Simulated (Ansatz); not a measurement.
# TiAl: LAPW beside PAW

Aim: solve TiAl at one geometry with LAPW, all electrons, frozen-core PAW and datasets made for this crystal, and see where they agree.

Program: Ansatz 0.2.0. Level of theory: DFT PBEsol, scalar-relativistic. These are calculated values, not measurements.

### Step 1. Starting point

Symmetry: P4/mmm, No. 123, tetragonal system. The conventional cell has a = 2.837 Å, b = 2.837 Å, c = 4.059 Å, α = 90.00°, β = 90.00°, γ = 90.00°. Ti (site symmetry 4/mmm) has 4 Ti at 2.84 Å and 8 Al at 2.85 Å as nearest neighbours. Al (site symmetry 4/mmm) is surrounded by 4 Al at 2.84 Å and 8 Ti at 2.85 Å.

As a file:

```cif
data_structure
_symmetry_space_group_name_H-M 'P4/mmm'
_symmetry_Int_Tables_number 123
_cell_length_a 2.8373
_cell_length_b 2.8373
_cell_length_c 4.0591
_cell_angle_alpha 90.000
_cell_angle_beta 90.000
_cell_angle_gamma 90.000
_cell_volume 32.68
loop_
_atom_site_label
_atom_site_type_symbol
_atom_site_symmetry_multiplicity
_atom_site_Wyckoff_symbol
_atom_site_fract_x
_atom_site_fract_y
_atom_site_fract_z
_atom_site_occupancy
Ti1 Ti 1 a 0.00000 0.00000 0.00000 1
Al1 Al 1 d 0.50000 0.50000 0.50000 1
```

The file gives the conventional cell by its symmetry; the runs use the cell typed in the input.

Structure: COD 1532769, as refined from experiment and not relaxed.

Atoms are numbered in the order of the input: Ti1, Al2.

### Step 2. LAPW, all electrons

input.yaml reads:

```yaml
crystal:
  lattice:
    - [2.8373, 0.0, 0.0]
    - [0.0, 2.8373, 0.0]
    - [0.0, 0.0, 4.0591]
  atoms:
    - { symbol: Ti, position: [0.0, 0.0, 0.0] }
    - { symbol: Al, position: [0.5, 0.5, 0.5] }
kpoints:
  mp_grid: { grid: [12, 12, 8] }
  band_path:
    path:
      - [0.0, 0.0, 0.0]
      - [0.0, 0.5, 0.0]
      - [0.5, 0.5, 0.0]
      - [0.0, 0.0, 0.0]
      - [0.0, 0.0, 0.5]
      - [0.0, 0.5, 0.5]
      - [0.5, 0.5, 0.5]
      - [0.0, 0.0, 0.5]
      - [0.0, 0.5, 0.0]
    npoints: 14
scf:
  occupations: { method: fermi_dirac, width: 0.05 }
hamiltonian:
  xc: pbesol
  pseudopotentials: { kind: all_electron, lapw: { basis_error: 0.001 } }
output:
  forces: true
  stress: true
  eigenvalues: true
  populations: true
  dos: { projected: true, de: 0.2, e_range: [-14, 8] }
```

Command:

```console
$ ansatz run input.yaml --threads 1 --pin off --max-ram 3072MiB --backend cpu --events-out ev --progress --plain --runs-dir out
```

Standard output:

```text
Ti: projections on atomic orbitals take those of the free atom 1s2 2s2 2p6 3s2 3p6 3d2 4s2, of charge +0.00 (hamiltonian.pseudopotentials.projection_atoms)
Al: projections on atomic orbitals take those of the free atom 1s2 2s2 2p6 3s2 3p1, of charge +0.00 (hamiltonian.pseudopotentials.projection_atoms)
LAPW: plane waves up to 7.762 Å⁻¹, error target 1.0e-3 eV per atom; small_component_spin mean_spin; Al in spheres of 1.419 Å, 11 of its electrons in bands, Dirac shells []; Ti in spheres of 1.419 Å, 12 of its electrons in bands, Dirac shells []
Engine: ansatz 0.2.0
Pseudopotentials: kind: all_electron
Pseudopotential: Ti, LAPW, valence charge 12, Koelling and Harmon's equation, gaussian nucleus
Pseudopotential: Al, LAPW, valence charge 11, Koelling and Harmon's equation, gaussian nucleus
Functional definition: PBEsol
  exchange = pbesol_x
  correlation = pbesol_c
Crystal: 2 atoms, lattice volume = 32.677 Å³
Basis set: ecut = 229.53910525074338 eV, 255 PW (Γ), exchange–correlation at level 2
Bands: 16, of which v1, the nominal top of the filled ones, is band 12 counted from 1 (11 counted from 0)
Symmetry: 16 space group operations
Space group: P4/mmm (ITA 123), of the structure as read, at distance tolerance 3.2e-5 Å
k-points: 140 of 1152
Non-local potential: Ti, projectors of the file, none
Non-local potential: Al, projectors of the file, none
Initial density: superposition of atomic densities (chi_scale 0.1, normalization cell, long waves kept (reshape's long-wave potential 0.00 eV rms))
Initial wavefunctions: plane waves of lowest kinetic energy (no species holds an atomic orbital)
Functional: x = pbesol(κ = 0.804, μ = 0.12345679012345678), c = pbesol(β = 0.046)
iter 1 solved again at ethr=7.14e-4 eV; its pass at ethr=1.00e-1 eV (dr2=1.64e-1 eV) is discarded
SCF iter   1: F=—  HF=-29803.161754 eV  |F-HF|=—  |Δ(HF+E_count)|=         —  Δρ=2.03e-2  dr2=1.65e-1  ethr=7.14e-4  ⟨swp⟩=2.8  Hψ=15989  notcnv=0
preconditioner: auto → none  [metal: Δε(μ)=0.013 eV  Ē_g=5.466 eV  σ=0.050 eV  W_gap=0.06  n_scr=6 (ndim 8)  ℏωp=17.2 eV  f_vac=0.000  D(μ)=1.38/eV (n_scr^D=14)  sad-step TF]
SCF iter   2: F=—  HF=-29803.043246 eV  |F-HF|=—  |Δ(HF+E_count)|=   1.19e-1  Δρ=1.49e-2  dr2=2.17e-1  ethr=7.14e-4  ⟨swp⟩=2.6  Hψ=7170  notcnv=0  defer=1
SCF iter   3: F=—  HF=-29803.013931 eV  |F-HF|=—  |Δ(HF+E_count)|=   2.93e-2  Δρ=1.19e-2  dr2=1.08e-1  ethr=7.14e-4  ⟨swp⟩=3.0  Hψ=7664  notcnv=0
iter 4 solved again at ethr=1.22e-5 eV; its pass at ethr=4.70e-4 eV (dr2=2.81e-3 eV) is discarded
SCF iter   4: F=—  HF=-29802.969671 eV  |F-HF|=—  |Δ(HF+E_count)|=   4.43e-2  Δρ=2.83e-3  dr2=2.80e-3  ethr=1.22e-5  ⟨swp⟩=2.0  Hψ=11466  notcnv=0
SCF iter   5: F=—  HF=-29802.969390 eV  |F-HF|=—  |Δ(HF+E_count)|=         —  Δρ=2.14e-4  dr2=3.04e-5  ethr=1.22e-5  ⟨swp⟩=2.0  Hψ=6415  notcnv=0
the basis was enlarged: its passes take 253.3 KiB over the memory plan, 1 of 1 planned eigensolver slots
SCF iter   6: F=—  HF=-29802.969353 eV  |F-HF|=—  |Δ(HF+E_count)|=   3.75e-5  Δρ=4.47e-5  dr2=9.25e-7  ethr=1.32e-7  ⟨swp⟩=2.6  Hψ=6525  notcnv=0
SCF iter   7: F=-29802.969353 eV  HF=-29802.969353 eV  |F-HF|=3.22e-8  |Δ(HF+E_count)|=   1.64e-8  Δρ=7.40e-6  dr2=3.75e-8  ethr=4.02e-9  ⟨swp⟩=2.0  Hψ=6425  notcnv=0
SCF 1 converged in 7 iterations: F = -29802.969353 eV  dr2 = 3.75e-8
NSCF: frozen V_eff on 113 k-points
SCF converged after 7 iterations
Free energy (F): -29802.969353 eV
Harris-Foulkes:  -29802.969353 eV  (|F-HF|=3.22e-8)
Internal energy: -29802.955380 eV  (E = F + TS)
E sigma→0 (E₀):  -29802.962366 eV
Entropy (-TS):   -0.013973 eV (-6.987 meV/atom)
Fermi energy:    11.941193 eV
--- Per-component energies (eV) ---
  E_band       = -639.991456
  E_kinetic    = 30033.337270
  E_xc         = -1616.115192
  E_electrostatic = -58220.177458  (all electrons and nuclei)
  E_smearing   = -0.013973  (= −TS)
  E_closure    = 0.000000  (closes the sum)
  E_atoms      = -29790.843840  (free atoms, spherical and without spin; not in F)
  Σ components = -29802.969353   (vs F -29802.969353, Δ=0.00e0)
  Basis errors (estimates in eV, not in F): energy 9.4e-5 per atom: plane waves 5.2e-5 (2.6e-5 summed), levels above the bands 5.7e-39, relativity 6.9e-9, radial functions 4.2e-5, core shells 4.4e-8; eigenvalues (radial functions only) 1.6e-6; not estimated: angular momenta, meshes, grids; target (lapw.basis_error) 1.0e-3; muffin-tin radii Al 1.419 Å, Ti 1.419 Å
--- Forces (eV/Å), atoms counted from 1 ---
  atom   1  Ti     0.00000000     0.00000000     0.00000000
  atom   2  Al     0.00000000     0.00000000     0.00000000
  max |Σ_I F_I| component: 2.47e-31 eV/Å
--- Stress (GPa, compression-positive) ---
       -4.162660       0.000000       0.000000
        0.000000      -4.162660       0.000000
        0.000000       0.000000      -3.606868
  P = ⅓ Tr σ = -3.9774 GPa (-39.774 kbar)
--- Band table (eV; the first three rows and the last of 140) ---
  k-point 0: bands = ["-90.1145", "-51.7958", "-51.7958", "-51.7617", "-44.4410", "-20.9401", "-20.5159", "-20.5159", "2.9669", "10.1024", "11.1178", "11.6685", "14.0749", "14.0749", "15.1758", "18.1575"]
  k-point 1: bands = ["-90.1145", "-51.7958", "-51.7958", "-51.7617", "-44.4408", "-20.9428", "-20.5158", "-20.5158", "3.1109", "9.5042", "11.1421", "11.9397", "14.0154", "14.0154", "15.1779", "18.6384"]
  k-point 2: bands = ["-90.1145", "-51.7958", "-51.7958", "-51.7618", "-44.4405", "-20.9491", "-20.5156", "-20.5156", "3.5212", "8.3677", "11.2022", "12.2953", "13.8805", "13.8805", "15.1829", "19.7885"]
  k-point 139: bands = ["-90.1123", "-51.8080", "-51.8080", "-51.7595", "-44.3302", "-20.9110", "-20.9110", "-20.8438", "9.4365", "9.6895", "9.6895", "13.6529", "14.0587", "14.6604", "16.0587", "16.0587"]
--- Löwdin populations: 2 sites ---
  site symbol       q [e]
     0     Ti     21.4503
     1     Al     13.4756
  spilling = 0.002117 (of n_electrons = 35.000000)
```

Run time: 36 s. Hardware: 1 thread of Arm Neoverse N1, shared host; peak memory 0.43 GiB.

Result: pressure -3.98 GPa; no gap.

At the corners of the path (eV, zero at the Fermi level):

| point | band 9 | band 10 | band 11 | band 12 | band 13 | band 14 | band 15 |
| --- | --- | --- | --- | --- | --- | --- | --- |
| Γ | -8.97 | -1.84 | -0.82 | -0.27 | 2.13 | 2.13 | 3.23 |
| X | -4.55 | -4.50 | -1.65 | -0.25 | 1.68 | 2.49 | 4.31 |
| M | -3.20 | -0.47 | -0.47 | -0.42 | -0.19 | -0.19 | 4.18 |
| Γ | -8.97 | -1.84 | -0.82 | -0.27 | 2.13 | 2.13 | 3.23 |
| Z | -7.48 | -5.23 | -0.65 | 0.67 | 1.77 | 1.77 | 3.25 |
| R | -4.88 | -2.88 | -1.20 | -1.15 | 1.39 | 1.74 | 2.25 |
| A | -2.50 | -2.25 | -2.25 | 1.71 | 2.12 | 2.72 | 4.12 |
| Z | -7.48 | -5.23 | -0.65 | 0.67 | 1.77 | 1.77 | 3.25 |
| X | -4.55 | -4.50 | -1.65 | -0.25 | 1.68 | 2.49 | 4.31 |

States per cell in windows of 1 eV (zero at the Fermi level; grid of 0.20 eV, so sharp peaks spill over the borders):

| from | to | total | Ti 3d | Al 3p | Al 3s |
| --- | --- | --- | --- | --- | --- |
| -10 | -9 | 0.00 | 0.00 | 0.00 | 0.00 |
| -9 | -8 | 0.11 | 0.00 | 0.02 | 0.05 |
| -8 | -7 | 0.32 | 0.01 | 0.08 | 0.15 |
| -7 | -6 | 0.40 | 0.03 | 0.13 | 0.17 |
| -6 | -5 | 0.45 | 0.06 | 0.15 | 0.18 |
| -5 | -4 | 0.53 | 0.11 | 0.17 | 0.20 |
| -4 | -3 | 0.58 | 0.15 | 0.26 | 0.10 |
| -3 | -2 | 1.08 | 0.36 | 0.54 | 0.07 |
| -2 | -1 | 1.67 | 0.84 | 0.69 | 0.05 |
| -1 | 0 | 1.65 | 1.25 | 0.31 | 0.02 |
| 0 | 1 | 1.45 | 1.18 | 0.14 | 0.01 |
| 1 | 2 | 2.55 | 2.17 | 0.19 | 0.02 |
| 2 | 3 | 2.03 | 1.70 | 0.17 | 0.04 |
| 3 | 4 | 1.23 | 0.75 | 0.26 | 0.10 |
| 4 | 5 | 1.23 | 0.51 | 0.29 | 0.29 |

### Step 3. Frozen-core PAW

input.yaml, as its differences from that of step 2:

```diff
@@ -26,3 +26,3 @@
   xc: pbesol
-  pseudopotentials: { kind: all_electron, lapw: { basis_error: 0.001 } }
+  pseudopotentials: { kind: paw }
 output:
@@ -31,3 +31,9 @@
   eigenvalues: true
+  efg: { contact_densities: true }
   populations: true
+  bader: true
   dos: { projected: true, de: 0.2, e_range: [-14, 8] }
+  write_density: true
+  write_potential: true
+  elf: true
+  volumetric_format: npy
```

Command:

```console
$ ansatz run input.yaml --threads 1 --pin off --max-ram 3072MiB --backend cpu --events-out ev --progress --plain --runs-dir out
```

Standard output, shortened:

```text
[...]
Pseudopotentials: kind: paw
Pseudopotential: Ti, paw, valence charge 12, recommended cutoff 420 eV (normal)
Pseudopotential: Al, paw, valence charge 3, recommended cutoff 420 eV (normal)
Functional definition: PBEsol
[...]
Crystal: 2 atoms, lattice volume = 32.677 Å³
Basis set: ecut = 420 eV, 657 PW (Γ), exchange–correlation on 40×40×60 points (8 copies of the dense FFT grid, shifted against one another)
Bands: 12, of which v1, the nominal top of the filled ones, is band 8 counted from 1 (7 counted from 0)
Symmetry: 16 space group operations
Space group: P4/mmm (ITA 123), of the structure as read, at distance tolerance 3.2e-5 Å
k-points: 140 of 1152
[...]
SCF iter   1: F=—  HF=-2999.262351 eV  |F-HF|=—  |Δ(HF+E_count)|=         —  Δρ=4.23e-3  dr2=3.84e-3  ethr=1.77e-3  ⟨swp⟩=5.0  Hψ=8553  notcnv=0
[...]
  P = ⅓ Tr σ = -3.9429 GPa (-39.429 kbar)
--- PAW observables at the nuclei: V_zz in 10²¹ V/m², potentials from the cell's mean, atoms counted from 1 ---
  atom   1  Ti V_zz =    +2.556571   η = 0.0000   by run symmetry: allowed
            electrostatic potential = -2529.249749 V   contact ρ = 56639.371928 e/Å³
  atom   2  Al V_zz =    -2.289698   η = 0.0000   by run symmetry: allowed
            electrostatic potential = -1232.891285 V   contact ρ = 10043.244894 e/Å³
--- Band table (eV; the first three rows and the last of 140) ---
  k-point 0: bands = ["-45.6051", "-22.1045", "-21.6783", "-21.6783", "1.8064", "8.9371", "9.9541", "10.5070", "12.9098", "12.9098", "14.0126", "16.9883"]
[...]
--- Löwdin populations: 2 sites ---
  site symbol       q [e]
     0     Ti     11.4815
     1     Al      3.4338
  spilling = 0.005650 (of n_electrons = 15.000000)
--- Bader charges: 2 sites ---
  site symbol  charge [e]  shift [e]
     0     Ti      0.6290     0.0002
     1     Al     -0.6290     0.0002
  estimated error of the sums over rays = 4.2e-4 e
```

Run time: 21 s. Hardware: 1 thread of Arm Neoverse N1, shared host; peak memory 0.38 GiB.

Read from it: pressure -3.94 GPa; no gap; Vzz Ti1 2.56 (η = 0.00), Al2 -2.29 (η = 0.00) (10²¹ V/m²).

| atom | Bader charge (e) | basin volume (Å³) |
| --- | --- | --- |
| Ti1 | +0.63 | 13.79 |
| Al2 | -0.63 | 18.89 |

Density in a lattice plane of the grid's cell (edges 2.84 and 4.06 Å, at 0.000 of the third edge), which holds Ti.

Ten even steps from ' ' (0.13 e/Å³) to '@' (10.20 e/Å³):
```
@@%%**==..              ..==**%%
****==::..              ..::==**
--::..                      ..::
                                
                                
                                
                                
                                
                                
                                
                                
                                
                                
                                
                                
                                
--::..                      ..::
****==::..              ..::==**
@@%%**==..              ..==**%%
@@@@##==::              ::==##@@
```
Columns run along the first of these edges and rows up along the second, over one cell in 16 and 20 even steps from the bottom left corner. Atoms in the plane (fractional): Ti at (0.00, 0.00).

ELF in the same plane.

Ten even steps from '0' (0.00) to '9' (0.69):
```
1379853343358973
7898633454336898
9885323565323588
5532224676422235
1111246787642111
1112467898764211
2234578999875432
3445789999987544
4556789999987655
5556789999987655
4556789999987655
3445789999987544
2234578999875432
1112467898764211
1111246787642111
5532224676422235
9885323565323588
7898633454336898
1379853343358973
0059853343358950
```
Columns run along the first of these edges and rows up along the second, over one cell in 16 and 20 even steps from the bottom left corner. Atoms in the plane (fractional): Ti at (0.00, 0.00).

Both are smooth fields of the valence electrons: close to the nuclei they are not physical.

Maxima of ELF outside the ion cores: 0.76 beside Al, off the lines to its neighbours, 1.1 Å from Al; 0.69 on the Al–Al line, 1.4 Å from Al.

### Step 4. Datasets made for this crystal

input.yaml, as its differences from that of step 3:

```diff
@@ -21,3 +21,3 @@
       - [0.0, 0.5, 0.0]
-    npoints: 14
+    npoints: 8
 scf:
@@ -26,3 +26,3 @@
   xc: pbesol
-  pseudopotentials: { kind: paw }
+  pseudopotentials: { kind: all_electron, datasets: crystal }
 output:
@@ -32,8 +32 @@
   efg: { contact_densities: true }
-  populations: true
-  bader: true
-  dos: { projected: true, de: 0.2, e_range: [-14, 8] }
-  write_density: true
-  write_potential: true
-  elf: true
-  volumetric_format: npy
```

Command:

```console
$ ansatz run input.yaml --threads 1 --pin off --max-ram 3072MiB --backend cpu --events-out ev --progress --plain --runs-dir out
```

Standard output, shortened:

```text
[...]
Pseudopotentials: kind: all_electron
Pseudopotential: Ti, paw, valence charge 12, recommended cutoff 220 eV (normal), Koelling and Harmon's equation, gaussian nucleus
Pseudopotential: Al, paw, valence charge 3, recommended cutoff 220 eV (normal), Koelling and Harmon's equation, gaussian nucleus
Functional definition: PBEsol
[...]
Crystal: 2 atoms, lattice volume = 32.677 Å³
Basis set: ecut = 220 eV, 229 PW (Γ), exchange–correlation on 30×30×40 points (8 copies of the dense FFT grid, shifted against one another)
Bands: 8, of which v1, the nominal top of the filled ones, is band 4 counted from 1 (3 counted from 0)
Symmetry: 16 space group operations
Space group: P4/mmm (ITA 123), of the structure as read, at distance tolerance 3.2e-5 Å
k-points: 140 of 1152
[...]
--- Forces (eV/Å), atoms counted from 1 ---
  atom   1  Ti     0.00000000     0.00000000     0.00000000
  atom   2  Al     0.00000000     0.00000000     0.00000000
[...]
--- Stress (GPa, compression-positive) ---
       -4.162026       0.000000       0.000000
        0.000000      -4.162026       0.000000
        0.000000       0.000000      -3.606005
  P = ⅓ Tr σ = -3.9767 GPa (-39.767 kbar)
  It holds what live shells' own plane waves past their cutoff add
--- PAW observables at the nuclei: V_zz in 10²¹ V/m², potentials from the cell's mean, atoms counted from 1 ---
  atom   1  Ti V_zz =    +2.670152   η = 0.0000   by run symmetry: allowed
            electrostatic potential = -2527.838364 V   contact ρ = 56686.275110 e/Å³
  atom   2  Al V_zz =    -2.310343   η = 0.0000   by run symmetry: allowed
            electrostatic potential = -1231.343351 V   contact ρ = 10049.323306 e/Å³
--- Band table (eV; the first three rows and the last of 140) ---
  k-point 0: bands = ["2.9670", "10.1024", "11.1176", "11.6685", "14.0749", "14.0749", "15.1755"]
[...]
```

Wall time 18 s (1 thread of Arm Neoverse N1, shared host); peak memory 0.43 GiB.

This run gives: pressure -3.98 GPa; no gap; Vzz Ti1 2.67 (η = 0.00), Al2 -2.31 (η = 0.00) (10²¹ V/m²).

| atom | contact density (e/Å³) |
| --- | --- |
| Ti1 | 56686.28 |
| Al2 | 10049.32 |

### Step 5. The methods compared

| method | pressure (GPa) | Vzz Ti1 (10²¹ V/m²) | Vzz Al2 (10²¹ V/m²) | SCF cycles, all passes |
| --- | --- | --- | --- | --- |
| LAPW | -3.98 | – | – | 7 |
| PAW | -3.94 | 2.56 | -2.29 | 6 |
| crystal datasets | -3.98 | 2.67 | -2.31 | 9 |

### Step 6. Outcome

```
           quantity                                              value
           pressure  LAPW -3.98, PAW -3.94, crystal datasets -3.98 GPa
         gap (LAPW)                                               none
Bader charges (PAW)                             Ti1 +0.63, Al2 -0.63 e
  highest ELF (PAW)                               0.76, 1.07 Å from Al
```

At this geometry the cell is under tension of 4.0 GPa, so it would shrink if let go. The count of 23 electrons in bands leaves a band partly filled, so there is no gap. Ti 3d carries the largest share, 83 %, of the projected states within 0.3 eV of the Fermi level. The projection holds only the free atom's occupied shells (Ti 4s, Ti 3d, Al 3s, Al 3p in this range). The field gradient at Ti1, the largest by crystal datasets, is 2.56 by PAW and 2.67 by crystal datasets (10²¹ V/m²), within 5 %. In pressure, PAW differs from LAPW by +0.03 GPa. The price, with the outputs that each input asks for: 36 s for LAPW against 21 s for PAW, about 1.7 to one.
